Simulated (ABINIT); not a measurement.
# WAu (F-43m) in ABINIT: equation of state

Aim: energy against volume of WAu in PBE, for its equilibrium volume and stiffness.

Everything below comes from runs of ABINIT 10.8.3 (patched build). Logs are shortened: lines on timing, memory, paths and dates and some standing lists are left out, and cuts for length are marked. The log counts tension as positive stress, the text compression.

### Step 1. The crystal as given

Symmetry: F-43m, No. 216, cubic system. The conventional cell has a = 5.496 Å, b = 5.496 Å, c = 5.496 Å, α = 90.00°, β = 90.00°, γ = 90.00°. Around W (site symmetry -43m) lie 4 Au at 2.38 Å. Around Au (site symmetry -43m) lie 4 W at 2.38 Å.

The cell was built by a generator and needn't be a form met in nature.

### Step 2. Equation of state, PBE

run.abi

```
ndtset 7
getwfk -1
scalecart1 3*0.9795861087
scalecart2 3*0.9864848297
scalecart3 3*0.9932883884
scalecart4 3*1.0000000000
scalecart5 3*1.0066227096
scalecart6 3*1.0131594038
scalecart7 3*1.0196128224

pp_dirpath "./"
pseudos "W.GGA_PBE-JTH.xml, Au.GGA_PBE-JTH.xml"

acell 3.8862295386 3.8862295386 3.8862295386 Angstrom
rprim
     0.0000000000     0.7071067812     0.7071067812
     0.7071067812     0.0000000000     0.7071067812
     0.7071067812     0.7071067812     0.0000000000
ntypat 2
znucl 74 79
natom 2
typat 1 2
xred
     0.0000000000     0.0000000000     0.0000000000
     0.7500000000     0.7500000000     0.7500000000

ecut 20.0
pawecutdg 40.0
pawxcdev 0
pawovlp 30

kptopt 1
ngkpt 8 8 8
nshiftk 1
shiftk 0.0 0.0 0.0

ixc 11

nband 17
occopt 3
tsmear 0.05 eV

nstep 100
tolvrs 1.0e-9

iomode 3
prtwf 1
prtden 0
prteig 0
prtebands 0
enunit 2
```

Potentials or basis: JTH PAW PBE v2.0.

Run with:

```bash
$ abinit run.abi > log 2>&1
```

run.abo:

```text
.Version 10.8.3 of ABINIT
 DATASET    1 : space group F-4 3 m (#216); Bravais cF (face-center cubic)
================================================================================
 Values of the parameters that define the memory need for DATASET  1.
     intxc =       0    ionmov =       0      iscf =      17    lmnmax =      18
     lnmax =       6     mgfft =      30  mpssoang =       3    mqgrid =    3001
     natom =       2  nloc_mem =       2    nspden =       1   nspinor =       1
    nsppol =       1      nsym =      24    n1xccc =       1    ntypat =       2
    occopt =       3   xclevel =       2
       mpw =        1135          nfft =       27000          nkpt =          29
 PAW method is used; the additional fine FFT grid is defined by:
   mgfftf=        45    nfftf =     91125
================================================================================
================================================================================
[... 71 lines left out ...]
 DATASET    7 : space group F-4 3 m (#216); Bravais cF (face-center cubic)
================================================================================
 Values of the parameters that define the memory need for DATASET  7.
     intxc =       0    ionmov =       0      iscf =      17    lmnmax =      18
     lnmax =       6     mgfft =      32  mpssoang =       3    mqgrid =    3001
     natom =       2  nloc_mem =       2    nspden =       1   nspinor =       1
    nsppol =       1      nsym =      24    n1xccc =       1    ntypat =       2
    occopt =       3   xclevel =       2
       mpw =        1287          nfft =       32768          nkpt =          29
 PAW method is used; the additional fine FFT grid is defined by:
   mgfftf=        45    nfftf =     91125
================================================================================
================================================================================

--------------------------------------------------------------------------------
------------- Echo of variables that govern the present computation ------------
--------------------------------------------------------------------------------
 -outvars: echo values of preprocessed input variables --------
            acell      7.3439094904E+00  7.3439094904E+00  7.3439094904E+00 Bohr
              amu      1.83850000E+02  1.96966540E+02
             ecut      2.00000000E+01 Hartree
           enunit           2
           getwfk          -1
              ixc          11
           jdtset        1    2    3    4    5    6    7
         kptrlatt        8    0    0      0    8    0      0    0    8
          kptrlen1     5.75519338E+01
          kptrlen2     5.79572424E+01
          kptrlen3     5.83569602E+01
          kptrlen4     5.87512759E+01
          kptrlen5     5.91403686E+01
          kptrlen6     5.95244077E+01
          kptrlen7     5.99035543E+01
            natom           2
            nband          17
           ndtset           7
            ngfft1         30      30      30
            ngfft2         30      30      30
            ngfft3         30      30      30
            ngfft4         30      30      30
            ngfft5         30      30      30
            ngfft6         30      30      30
            ngfft7         32      32      32
          ngfftdg          45      45      45
             nkpt          29
            nstep         100
             nsym          24
           ntypat           2
           occopt           3
        pawecutdg      4.00000000E+01 Hartree
          pawovlp      3.0000000000E+01
         pawxcdev           0
           prtden           0
        prtebands           0
           prteig           0
            rprim1     0.0000000000E+00  6.9267198023E-01  6.9267198023E-01
                       6.9267198023E-01  0.0000000000E+00  6.9267198023E-01
                       6.9267198023E-01  6.9267198023E-01  0.0000000000E+00
            rprim2     0.0000000000E+00  6.9755011263E-01  6.9755011263E-01
                       6.9755011263E-01  0.0000000000E+00  6.9755011263E-01
                       6.9755011263E-01  6.9755011263E-01  0.0000000000E+00
            rprim3     0.0000000000E+00  7.0236095512E-01  7.0236095512E-01
                       7.0236095512E-01  0.0000000000E+00  7.0236095512E-01
                       7.0236095512E-01  7.0236095512E-01  0.0000000000E+00
            rprim4     0.0000000000E+00  7.0710678120E-01  7.0710678120E-01
                       7.0710678120E-01  0.0000000000E+00  7.0710678120E-01
                       7.0710678120E-01  7.0710678120E-01  0.0000000000E+00
            rprim5     0.0000000000E+00  7.1178974407E-01  7.1178974407E-01
                       7.1178974407E-01  0.0000000000E+00  7.1178974407E-01
                       7.1178974407E-01  7.1178974407E-01  0.0000000000E+00
            rprim6     0.0000000000E+00  7.1641188486E-01  7.1641188486E-01
                       7.1641188486E-01  0.0000000000E+00  7.1641188486E-01
                       7.1641188486E-01  7.1641188486E-01  0.0000000000E+00
            rprim7     0.0000000000E+00  7.2097514092E-01  7.2097514092E-01
                       7.2097514092E-01  0.0000000000E+00  7.2097514092E-01
                       7.2097514092E-01  7.2097514092E-01  0.0000000000E+00
          spgroup         216
           tolvrs      1.00000000E-09
           tsmear      1.83746611E-03 Hartree
            typat      1  2
           useylm           1
           xangst1     0.0000000000E+00  0.0000000000E+00  0.0000000000E+00
                       4.0378234652E+00  4.0378234652E+00  4.0378234652E+00
           xangst2     0.0000000000E+00  0.0000000000E+00  0.0000000000E+00
                       4.0662597785E+00  4.0662597785E+00  4.0662597785E+00
           xangst3     0.0000000000E+00  0.0000000000E+00  0.0000000000E+00
                       4.0943038358E+00  4.0943038358E+00  4.0943038358E+00
           xangst4     0.0000000000E+00  0.0000000000E+00  0.0000000000E+00
                       4.1219688901E+00  4.1219688901E+00  4.1219688901E+00
           xangst5     0.0000000000E+00  0.0000000000E+00  0.0000000000E+00
                       4.1492674930E+00  4.1492674930E+00  4.1492674930E+00
           xangst6     0.0000000000E+00  0.0000000000E+00  0.0000000000E+00
                       4.1762115431E+00  4.1762115431E+00  4.1762115431E+00
           xangst7     0.0000000000E+00  0.0000000000E+00  0.0000000000E+00
                       4.2028123338E+00  4.2028123338E+00  4.2028123338E+00
            xcart1     0.0000000000E+00  0.0000000000E+00  0.0000000000E+00
                       7.6303804940E+00  7.6303804940E+00  7.6303804940E+00
            xcart2     0.0000000000E+00  0.0000000000E+00  0.0000000000E+00
                       7.6841173382E+00  7.6841173382E+00  7.6841173382E+00
            xcart3     0.0000000000E+00  0.0000000000E+00  0.0000000000E+00
                       7.7371129260E+00  7.7371129260E+00  7.7371129260E+00
            xcart4     0.0000000000E+00  0.0000000000E+00  0.0000000000E+00
                       7.7893923017E+00  7.7893923017E+00  7.7893923017E+00
            xcart5     0.0000000000E+00  0.0000000000E+00  0.0000000000E+00
                       7.8409791849E+00  7.8409791849E+00  7.8409791849E+00
            xcart6     0.0000000000E+00  0.0000000000E+00  0.0000000000E+00
                       7.8918960604E+00  7.8918960604E+00  7.8918960604E+00
            xcart7     0.0000000000E+00  0.0000000000E+00  0.0000000000E+00
                       7.9421642696E+00  7.9421642696E+00  7.9421642696E+00
             xred      0.0000000000E+00  0.0000000000E+00  0.0000000000E+00
                       7.5000000000E-01  7.5000000000E-01  7.5000000000E-01
            znucl       74.00000   79.00000

================================================================================

 chkinp: Checking input parameters for consistency, jdtset=   1.

 chkinp: Checking input parameters for consistency, jdtset=   2.
[... 40 lines left out ...]
 getcut: wavevector=  0.0000  0.0000  0.0000  ngfft=  45  45  45
         ecut(hartree)=     40.000   => boxcut(ratio)=   2.14826

--- Pseudopotential description ------------------------------------------------
- pspini: atom type   1  psp file is ./W.GGA_PBE-JTH.xml
 Pseudopotential format is: paw10
 basis_size (lnmax)=  6 (lmn_size= 18), orbitals=   0   0   1   1   2   2
 Spheres core radius: rc_sph= 2.41188978
 Shapefunction is BESSEL type: shapef(r,l)=aa(1,l)*jl(q(1,l)*r)+aa(2,l)*jl(q(2,l)*r)
 Radius for shape functions =  2.10354610
 Compensation charge density is not taken into account in XC energy/potential

- pspini: atom type   2  psp file is ./Au.GGA_PBE-JTH.xml
 Pseudopotential format is: paw10
 basis_size (lnmax)=  6 (lmn_size= 18), orbitals=   0   0   1   1   2   2
 Spheres core radius: rc_sph= 2.50869560
 Shapefunction is SIN type: shapef(r)=[sin(pi*r/rshp)/(pi*r/rshp)]**2
 Radius for shape functions =  2.26305713
 Compensation charge density is not taken into account in XC energy/potential

   2.05684198E+03                                ecore*ucvol(ha*bohr**3)
--------------------------------------------------------------------------------

================================================================================

--- !BeginCycle
iteration_state: {dtset: 1, }
solver: {iscf: 17, nstep: 100, nline: 4, wfoptalg: 10, }
tolerances: {tolvrs: 1.00E-09, }
...
[... 1383 lines left out ...]
-Cartesian components of stress tensor (GPa)         [Pressure=  1.9229E+01 GPa]
- sigma(1 1)= -1.92291989E+01  sigma(3 2)=  0.00000000E+00
- sigma(2 2)= -1.92291989E+01  sigma(3 1)=  0.00000000E+00
- sigma(3 3)= -1.92291989E+01  sigma(2 1)=  0.00000000E+00

== END DATASET(S) ==============================================================
================================================================================

 -outvars: echo values of variables after computation  --------
            acell      7.3439094904E+00  7.3439094904E+00  7.3439094904E+00 Bohr
           etotal1    -1.0299662612E+02
           etotal2    -1.0300605552E+02
           etotal3    -1.0301418931E+02
           etotal4    -1.0302115588E+02
           etotal5    -1.0302707575E+02
           etotal6    -1.0303204554E+02
           etotal7    -1.0303615065E+02
            fcart1    -8.7876583608E-31 -3.6184475603E-31  1.6024553481E-30
                       8.7876583608E-31  3.6184475603E-31 -1.6024553481E-30
            fcart2    -4.1064490324E-31  2.1815510485E-31  4.1064490324E-31
                       4.1064490324E-31 -2.1815510485E-31 -4.1064490324E-31
            fcart3     6.1174826794E-31 -2.6509091611E-30  1.4274126252E-30
                      -6.1174826794E-31  2.6509091611E-30 -1.4274126252E-30
            fcart4    -2.4305698047E-30 -1.6203798698E-30  5.6713295442E-30
                       2.4305698047E-30  1.6203798698E-30 -5.6713295442E-30
            fcart5    -2.0121489590E-31  1.8109340631E-30  2.0121489590E-31
                       2.0121489590E-31 -1.8109340631E-30 -2.0121489590E-31
[... 38 lines left out ...]
                       0.0000000000E+00  0.0000000000E+00  0.0000000000E+00
           xangst1     0.0000000000E+00  0.0000000000E+00  0.0000000000E+00
                       4.0378234652E+00  4.0378234652E+00  4.0378234652E+00
           xangst2     0.0000000000E+00  0.0000000000E+00  0.0000000000E+00
                       4.0662597785E+00  4.0662597785E+00  4.0662597785E+00
           xangst3     0.0000000000E+00  0.0000000000E+00  0.0000000000E+00
                       4.0943038358E+00  4.0943038358E+00  4.0943038358E+00
           xangst4     0.0000000000E+00  0.0000000000E+00  0.0000000000E+00
                       4.1219688901E+00  4.1219688901E+00  4.1219688901E+00
           xangst5     0.0000000000E+00  0.0000000000E+00  0.0000000000E+00
                       4.1492674930E+00  4.1492674930E+00  4.1492674930E+00
           xangst6     0.0000000000E+00  0.0000000000E+00  0.0000000000E+00
                       4.1762115431E+00  4.1762115431E+00  4.1762115431E+00
           xangst7     0.0000000000E+00  0.0000000000E+00  0.0000000000E+00
                       4.2028123338E+00  4.2028123338E+00  4.2028123338E+00
             xred      0.0000000000E+00  0.0000000000E+00  0.0000000000E+00
                       7.5000000000E-01  7.5000000000E-01  7.5000000000E-01
 Calculation completed.
```

Run time: 3.5 min. Hardware: 1 thread of Arm Neoverse V2, shared host; peak memory 0.16 GiB.

What came out:

* Equilibrium volume: outside the volumes run

Energy against volume, from the lowest point:
```tsv
volume (Å³/atom)	energy (meV/atom)
19.506	537.76
19.921	409.47
20.336	298.80
20.751	204.01
21.166	123.47
21.581	55.85
21.996	0.00
```

Caveat: the atomic spheres overlap.
